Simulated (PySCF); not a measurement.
# One shape, several levels: C2H4AlBO (SMILES B[O][AlH][C]#C)

Aim: a comparison of 5 runs (HF/3-21G, HF/aug-cc-pVDZ, BLYP/6-31G*, TPSSh/6-31+G*, SVWN5/6-311+G**) of C2H4AlBO. Input form: a Python script.

Program for the calculation: PySCF 2.14.0.

## (1) The system as given

The species is C2H4AlBO (9 atoms), meant as a singlet with charge 0. As SMILES, `B[O][AlH][C]#C`. The shape comes from GFN2-xTB, which is rough for such elements, and wasn't checked as a minimum. This is one conformer, not always the lowest.

Bond lengths: B1–O2 1.333 Å, O2–Al3 1.666 Å, Al3–C4 1.941 Å, C4–C5 1.211 Å, B1–H6 1.178 Å, B1–H7 1.179 Å, Al3–H8 1.525 Å, C5–H9 1.056 Å. Angles: B1–O2–Al3 179.4°, O2–Al3–C4 121.8°, Al3–C4–C5 179.6°, O2–B1–H6 119.6°, O2–B1–H7 119.6°, O2–Al3–H8 113.4°, C4–Al3–H8 124.8°, C4–C5–H9 179.6°, H6–B1–H7 120.9°.

## (2) Energy and forces at HF/3-21G (run 1)

Input file calc.py:

```python
from pyscf import gto

mol = gto.M(
    atom='''
B    2.394190   0.288740   0.067310
O    1.176870  -0.231610  -0.084580
Al  -0.337690  -0.898270  -0.280580
C   -1.955280   0.119290   0.058150
C   -2.968670   0.747840   0.270130
H    2.949900   0.175480   1.100210
H    2.900490   0.856000  -0.833170
H   -0.304680  -2.349900  -0.746390
H   -3.855140   1.292430   0.448920
''',
    verbose=4,
    max_memory=1860,
    spin=0,
    charge=0,
    basis='3-21g',
)

hf = mol.RHF()
hf.conv_tol = 1e-10
hf.kernel()
if not hf.converged:
    hf = hf.newton().run(hf.mo_coeff, hf.mo_occ)

e_final = hf.e_tot
print('E(%s) = %.9f' % ('HF', e_final))
grad = hf.nuc_grad_method().kernel()
hf.analyze()
```

Run with:

```sh
$ OMP_NUM_THREADS=1 python calc.py
```

The program printed:

```text
PySCF version 2.14.0

[... 81 lines left out ...]
One-electron Energy =                 -896.953518570555616
[... 7 lines left out ...]
MO #3   energy= -11.1901051061376  occ= 2
[... 5 lines left out ...]
MO #9   energy= -3.20400906589161  occ= 2
[... 5 lines left out ...]
MO #15  energy= -0.588221867060001 occ= 2
[... 5 lines left out ...]
MO #21  energy= -0.404903271472615 occ= 2
[... 5 lines left out ...]
MO #27  energy= 0.229180591302137  occ= 0
[... 5 lines left out ...]
MO #33  energy= 0.403169106279689  occ= 0
[... 5 lines left out ...]
MO #39  energy= 0.737868688979085  occ= 0
[... 5 lines left out ...]
MO #45  energy= 1.18664472597178   occ= 0
[... 5 lines left out ...]
MO #51  energy= 1.50189812366578   occ= 0
[... 5 lines left out ...]
MO #57  energy= 3.24960550336314   occ= 0
[... 30 lines left out ...]
pop of  2 Al 4px          0.00597
pop of  2 Al 4py          0.01222
pop of  2 Al 4pz          0.00177
pop of  3 C 1s            1.99975
pop of  3 C 2s            1.10446
pop of  3 C 3s            0.00717
pop of  3 C 2px           1.17147
pop of  3 C 2py           1.04894
pop of  3 C 2pz           1.00072
pop of  3 C 3px           0.00701
pop of  3 C 3py           0.00417
pop of  3 C 3pz           0.00227
pop of  4 C 1s            1.99979
pop of  4 C 2s            0.99818
pop of  4 C 3s            0.00447
pop of  4 C 2px           1.11912
pop of  4 C 2py           1.03415
pop of  4 C 2pz           0.95823
pop of  4 C 3px           0.00483
pop of  4 C 3py           0.00233
pop of  4 C 3pz           0.00079
pop of  5 H 1s            1.04252
pop of  5 H 2s            0.00414
pop of  6 H 1s            1.04252
pop of  6 H 2s            0.00413
pop of  7 H 1s            1.17147
pop of  7 H 2s            0.00144
pop of  8 H 1s            0.82399
pop of  8 H 2s            0.01609
 ** Mulliken atomic charges  **
charge of    0B =      0.23033
charge of    1O =     -0.58701
charge of    2Al =      0.93084
charge of    3C =     -0.34596
charge of    4C =     -0.12189
charge of    5H =     -0.04666
charge of    6H =     -0.04665
charge of    7H =     -0.17290
charge of    8H =      0.15992
Dipole moment(X, Y, Z, Debye): -1.72161,  0.04409,  0.04181
```

Wall time 2.1 s (1 thread of Intel Xeon at 2.70GHz, shared host); peak memory 0.13 GiB.

## (3) Energy and gradient at HF/aug-cc-pVDZ (run 2)

Input file input.py:

```python
# B[O][AlH][C]#C
import pyscf.grad
from pyscf import gto, scf

mol = gto.M(
    atom='''
B      2.394190     0.288740     0.067310
O      1.176870    -0.231610    -0.084580
Al    -0.337690    -0.898270    -0.280580
C     -1.955280     0.119290     0.058150
C     -2.968670     0.747840     0.270130
H      2.949900     0.175480     1.100210
H      2.900490     0.856000    -0.833170
H     -0.304680    -2.349900    -0.746390
H     -3.855140     1.292430     0.448920
''',
    basis='aug-cc-pvdz',
    max_memory=1860,
    verbose=3,
)

mf = scf.RHF(mol)
mf.conv_tol = 1e-10
mf.kernel()
if not mf.converged:
    mf = mf.newton().run(mf.mo_coeff, mf.mo_occ)

e_final = mf.e_tot
print('E(%s) = %.9f' % ('HF', e_final))
grad = mf.Gradients().kernel()
dip = mf.dip_moment()
pop, q = mf.mulliken_pop()
```

Run with:

```sh
$ OMP_NUM_THREADS=1 python input.py
```

The program printed:

```text
converged SCF energy = -419.583718216541
[... 9 lines left out ...]
Dipole moment(X, Y, Z, Debye): -1.27047,  0.09264,  0.05006
[... 126 lines left out ...]
pop of  5 H 3px           0.02081
pop of  5 H 3py           0.00274
pop of  5 H 3pz           0.00978
pop of  6 H 1s            0.78109
pop of  6 H 2s           -0.07438
pop of  6 H 3s           -0.01325
pop of  6 H 2px           0.00310
pop of  6 H 2py           0.00354
pop of  6 H 2pz           0.00878
pop of  6 H 3px           0.02025
pop of  6 H 3py           0.00655
pop of  6 H 3pz           0.00672
pop of  7 H 1s            0.71898
pop of  7 H 2s            0.23440
pop of  7 H 3s           -0.06289
pop of  7 H 2px           0.00028
pop of  7 H 2py           0.00780
pop of  7 H 2pz           0.00085
pop of  7 H 3px           0.00975
pop of  7 H 3py          -0.00706
pop of  7 H 3pz           0.00027
pop of  8 H 1s            0.74501
pop of  8 H 2s            0.65505
pop of  8 H 3s           -0.05944
pop of  8 H 2px           0.01900
pop of  8 H 2py           0.01143
pop of  8 H 2pz           0.00723
pop of  8 H 3px          -0.03458
pop of  8 H 3py          -0.01777
pop of  8 H 3pz          -0.00031
 ** Mulliken atomic charges  **
charge of    0B =     -0.34889
charge of    1O =     -0.67638
charge of    2Al =      0.53067
charge of    3C =     -1.16788
charge of    4C =      1.37632
charge of    5H =      0.25656
charge of    6H =      0.25761
charge of    7H =      0.09761
charge of    8H =     -0.32562
```

It took 44 s on 1 thread of Intel Xeon at 2.70GHz, shared host; peak memory 0.67 GiB.

Run 3 isn't shown in full; the table further down has it.

## (4) Energy and forces at TPSSh/6-31+G(d) (spherical functions) (run 4)

Input file job.py:

```python
# B[O][AlH][C]#C
import pyscf.grad
from pyscf import gto, dft

mol = gto.M(
    atom=[
    ('B', (2.394190, 0.288740, 0.067310)),
    ('O', (1.176870, -0.231610, -0.084580)),
    ('Al', (-0.337690, -0.898270, -0.280580)),
    ('C', (-1.955280, 0.119290, 0.058150)),
    ('C', (-2.968670, 0.747840, 0.270130)),
    ('H', (2.949900, 0.175480, 1.100210)),
    ('H', (2.900490, 0.856000, -0.833170)),
    ('H', (-0.304680, -2.349900, -0.746390)),
    ('H', (-3.855140, 1.292430, 0.448920)),
],
    verbose=4,
    max_memory=1860,
    spin=0,
    basis='6-31+g*',
)

myscf = dft.RKS(mol)
myscf.xc = 'tpssh'
myscf.conv_tol = 1e-10
myscf.grids.level = 5
myscf.kernel()
if not myscf.converged:
    myscf = myscf.newton().run(myscf.mo_coeff, myscf.mo_occ)

energy = myscf.e_tot
print('E = %.10f Eh' % energy)
grad = myscf.Gradients().kernel()
dip = myscf.dip_moment()
pop, q = myscf.mulliken_pop()
```

Run with:

```sh
$ OMP_NUM_THREADS=1 python job.py
```

The program printed:

```text
PySCF version 2.14.0

[... 78 lines left out ...]
converged SCF energy = -421.154204232553
[... 13 lines left out ...]
Dipole moment(X, Y, Z, Debye): -1.37449,  0.10058,  0.05294
[... 73 lines left out ...]
pop of  3 C 3dyz          0.00176
pop of  3 C 3dz^2         0.00179
pop of  3 C 3dxz          0.00428
pop of  3 C 3dx2-y2       0.00602
pop of  4 C 1s            1.99732
pop of  4 C 2s            0.70617
pop of  4 C 3s            0.58089
pop of  4 C 4s            0.42625
pop of  4 C 2px           0.74764
pop of  4 C 2py           0.64534
pop of  4 C 2pz           0.57450
pop of  4 C 3px           0.23852
pop of  4 C 3py           0.31334
pop of  4 C 3pz           0.34170
pop of  4 C 4px           0.14114
pop of  4 C 4py           0.07104
pop of  4 C 4pz           0.03376
pop of  4 C 3dxy          0.00717
pop of  4 C 3dyz          0.00175
pop of  4 C 3dz^2         0.00268
pop of  4 C 3dxz          0.00423
pop of  4 C 3dx2-y2       0.00589
pop of  5 H 1s            0.53776
pop of  5 H 2s            0.49516
pop of  6 H 1s            0.53770
pop of  6 H 2s            0.49521
pop of  7 H 1s            0.49462
pop of  7 H 2s            0.60498
pop of  8 H 1s            0.52028
pop of  8 H 2s            0.21803
 ** Mulliken atomic charges  **
charge of    0B =      0.20410
charge of    1O =     -0.30168
charge of    2Al =      1.04772
charge of    3C =     -0.20708
charge of    4C =     -0.83931
charge of    5H =     -0.03292
charge of    6H =     -0.03291
charge of    7H =     -0.09961
charge of    8H =      0.26169
```

Wall time 71 s (1 thread of Intel Xeon at 2.70GHz, shared host); peak memory 1.1 GiB.

## (5) Energy and forces at SVWN5/6-311+G(d,p) (run 5)

Input file input.py:

```python
# B[O][AlH][C]#C
from pyscf import gto, dft

molecule = gto.M(
    atom='''
B      4.524363     0.545640     0.127197
O      2.223962    -0.437679    -0.159833
Al    -0.638142    -1.697484    -0.530219
C     -3.694944     0.225425     0.109888
C     -5.609973     1.413213     0.510472
H      5.574503     0.331609     2.079096
H      5.481132     1.617606    -1.574463
H     -0.575762    -4.440667    -1.410473
H     -7.285159     2.442339     0.848336
''',
    charge=0,
    basis='6-311+g**',
    spin=0,
    max_memory=1860,
    unit='bohr',
    verbose=4,
)

mf = dft.RKS(molecule, xc='svwn')
mf.grids.level = 5
mf.conv_tol = 1e-10
mf.kernel()
if not mf.converged:
    mf = mf.newton().run(mf.mo_coeff, mf.mo_occ)

etot = mf.e_tot
print('E = %.10f Eh' % etot)
grad = mf.nuc_grad_method().kernel()
dip = mf.dip_moment()
pop, q = mf.mulliken_pop()
```

Run with:

```sh
$ OMP_NUM_THREADS=1 python input.py
```

The program printed:

```text
PySCF version 2.14.0

[... 85 lines left out ...]
converged SCF energy = -418.580684685873
[... 13 lines left out ...]
Dipole moment(X, Y, Z, Debye): -1.38591,  0.02501,  0.02874
[... 113 lines left out ...]
pop of  4 C 5pz           0.02982
pop of  4 C 3dxy          0.00807
pop of  4 C 3dyz          0.00236
pop of  4 C 3dz^2         0.00301
pop of  4 C 3dxz          0.00571
pop of  4 C 3dx2-y2       0.00764
pop of  5 H 1s            0.25824
pop of  5 H 2s            0.54081
pop of  5 H 3s            0.17581
pop of  5 H 2px           0.00377
pop of  5 H 2py           0.00126
pop of  5 H 2pz           0.00815
pop of  6 H 1s            0.25819
pop of  6 H 2s            0.54078
pop of  6 H 3s            0.17577
pop of  6 H 2px           0.00346
pop of  6 H 2py           0.00310
pop of  6 H 2pz           0.00662
pop of  7 H 1s            0.23144
pop of  7 H 2s            0.54668
pop of  7 H 3s            0.33524
pop of  7 H 2px           0.00034
pop of  7 H 2py           0.00429
pop of  7 H 2pz           0.00063
pop of  8 H 1s            0.25636
pop of  8 H 2s            0.47839
pop of  8 H 3s            0.05575
pop of  8 H 2px           0.01204
pop of  8 H 2py           0.00923
pop of  8 H 2pz           0.00751
 ** Mulliken atomic charges  **
charge of    0B =     -0.09259
charge of    1O =      0.04099
charge of    2Al =      0.52473
charge of    3C =     -0.09027
charge of    4C =     -0.46900
charge of    5H =      0.01195
charge of    6H =      0.01208
charge of    7H =     -0.11862
charge of    8H =      0.18073
```

It took 55 s on 1 thread of Intel Xeon at 2.70GHz, shared host; peak memory 0.97 GiB.

## (6) All runs side by side

| run | level | integration grid | energy (Eh) | dipole moment (D) | HOMO energy (eV) | LUMO energy (eV) | wall time |
| --- | --- | --- | --- | --- | --- | --- | --- |
| 1 | HF/3-21G | – | -417.279324 | 1.72 | -11.02 | 1.58 | 2.1 s |
| 2 | HF/aug-cc-pVDZ | – | -419.583718 | 1.27 | -11.05 | 0.72 | 44 s |
| 3 | BLYP/6-31G* (spherical functions) | 5 | -421.055344 | 1.58 | -6.35 | -1.92 | 40 s |
| 4 | TPSSh/6-31+G* (spherical functions) | 5 | -421.154204 | 1.38 | -7.40 | -1.78 | 71 s |
| 5 | SVWN5/6-311+G** | 5 | -418.580685 | 1.39 | -6.77 | -2.54 | 55 s |

## (7) Outcome

| quantity | value |
| --- | --- |
| run 5: total energy | -418.58068 Eh |
| run 5: dipole moment | 1.39 D |
| run 5: HOMO energy | -6.77 eV |
| run 5: LUMO energy | -2.54 eV |
| run 5: HOMO–LUMO gap | 4.23 eV |
| run 5: largest force on an atom | 1.533 eV/Å |

**Reading.** The dipole moment (its size) runs from 1.27 D (HF/aug-cc-pVDZ) to 1.72 D (HF/3-21G). The HOMO–LUMO gap runs from 4.23 eV (SVWN5/6-311+G**) to 12.60 eV (HF/3-21G). The two ends differ in method and basis. Totals of different functionals can't be ranked against each other. All runs together took 3.5 min, the longest 71 s.
